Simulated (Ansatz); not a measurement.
# H3NOSi: interaction energy of a dimer with the counterpoise correction

How strongly do two molecules of H3NOSi bind, and how much of that is basis error? Wanted for H3NOSi: the interaction energy of a dimer with the counterpoise correction. SMILES: N[Si]O.

Computed with the Python package of Ansatz 0.2.0. Level of theory: B3LYP/def2-SVP.

## (1) The system

Bond lengths: N1–Si2 1.634 Å, Si2–O3 1.627 Å, N1–H4 1.005 Å, N1–H5 1.052 Å, O3–H6 0.966 Å. Angles: N1–Si2–O3 99.4°, Si2–N1–H4 110.4°, Si2–N1–H5 111.4°, H4–N1–H5 99.5°, Si2–O3–H6 117.3°.

No structure file is read: the coordinates are typed or built in the script.

## (2) The script

File h3nosi_dimer.py:

```python
# -*- coding: utf-8 -*-
from dataclasses import dataclass

import ansatz as az


@dataclass
class Options:
    basis_set: str = "def2-SVP"
    functional: str = "B3LYP"


opts = Options()

FIRST = [
    ("N", (-0.8283, 0.003, -0.2548)),
    ("Si", (0.6304, -0.6052, -0.6716)),
    ("O", (1.4819, -0.1858, 0.6496)),
    ("H", (-1.4844, -0.1158, -1.0062)),
    ("H", (-0.8069, 1.0542, -0.2073)),
    ("H", (1.0075, -0.1506, 1.4903)),
]
SECOND = [
    ("N", (-0.4638, -2.5403, 2.4738)),
    ("Si", (-1.4222, -3.8643, 2.4639)),
    ("O", (-0.3848, -4.9494, 3.0907)),
    ("H", (-0.9377, -1.7624, 2.0501)),
    ("H", (0.3391, -2.6422, 1.801)),
    ("H", (0.2693, -4.6241, 3.7227)),
]

def energy(atoms, ghosts=()):
    molecule = az.Crystal.molecule()
    for symbol, xyz in atoms:
        molecule = molecule.atom(symbol, xyz)
    calc = (
        molecule.calculation()
        .basis(gaussian=opts.basis_set)
        .functional(opts.functional)
    )
    deck = calc.input()
    if ghosts:
        deck = deck.set(az.key.basis.gaussian.ghost_atoms, [{"symbol": s, "position_ang": list(xyz)} for s, xyz in ghosts])
    return az.Session.from_dict(deck).plan().execute().report["free_energy_ev"]


def main():
    both = energy(FIRST + SECOND)
    alone = energy(FIRST) + energy(SECOND)
    ghosted = energy(FIRST, SECOND) + energy(SECOND, FIRST)
    print(f"dimer {both:.6f} eV")
    print(f"interaction, uncorrected   {(both - alone):8.3f} eV")
    print(f"interaction, counterpoise  {(both - ghosted):8.3f} eV")
    print(f"basis-set superposition    {(alone - ghosted):8.3f} eV")


if __name__ == "__main__":
    main()
```

## (3) The input behind the calls

The engine receives this input (first run):

```yaml
crystal:
  periodic: [false, false, false]
  atoms:
    - { symbol: "N", position_ang: [-0.8283, 0.003, -0.2548] }
    - { symbol: Si, position_ang: [0.6304, -0.6052, -0.6716] }
    - { symbol: O, position_ang: [1.4819, -0.1858, 0.6496] }
    - { symbol: H, position_ang: [-1.4844, -0.1158, -1.0062] }
    - { symbol: H, position_ang: [-0.8069, 1.0542, -0.2073] }
    - { symbol: H, position_ang: [1.0075, -0.1506, 1.4903] }
    - { symbol: "N", position_ang: [-0.4638, -2.5403, 2.4738] }
    - { symbol: Si, position_ang: [-1.4222, -3.8643, 2.4639] }
    - { symbol: O, position_ang: [-0.3848, -4.9494, 3.0907] }
    - { symbol: H, position_ang: [-0.9377, -1.7624, 2.0501] }
    - { symbol: H, position_ang: [0.3391, -2.6422, 1.801] }
    - { symbol: H, position_ang: [0.2693, -4.6241, 3.7227] }
basis:
  gaussian:
    orbitals: def2-SVP
hamiltonian:
  xc: b3lyp
```

## (4) Running it

Run with:

```
$ python h3nosi_dimer.py
```

**Question.** How large is the interaction at this pose, and how much of it is basis-set superposition?

The runs gave:

| quantity | value |
| --- | --- |
| interaction energy, uncorrected | -0.102 eV |
| interaction energy, counterpoise | -0.005 eV |
| runs compared | 5 |

What this shows: The counterpoise correction takes away 95 % of the apparent binding. Uncorrected it is -0.102 eV, with the counterpoise correction -0.005 eV; the difference, 0.097 eV, is the superposition error. What to keep in mind:
- The dimer is a generated trial pose of unrelaxed monomers, not a minimum, so the figure is no binding energy, and the basis set is small.
- b3lyp holds the VWN-RPA fit, as in Gaussian; the form of ORCA and Turbomole is b3lyp5.
- This level lacks the dispersion part of the attraction (electrostatics and induction are there), which can decide the sign where the interaction is weak.
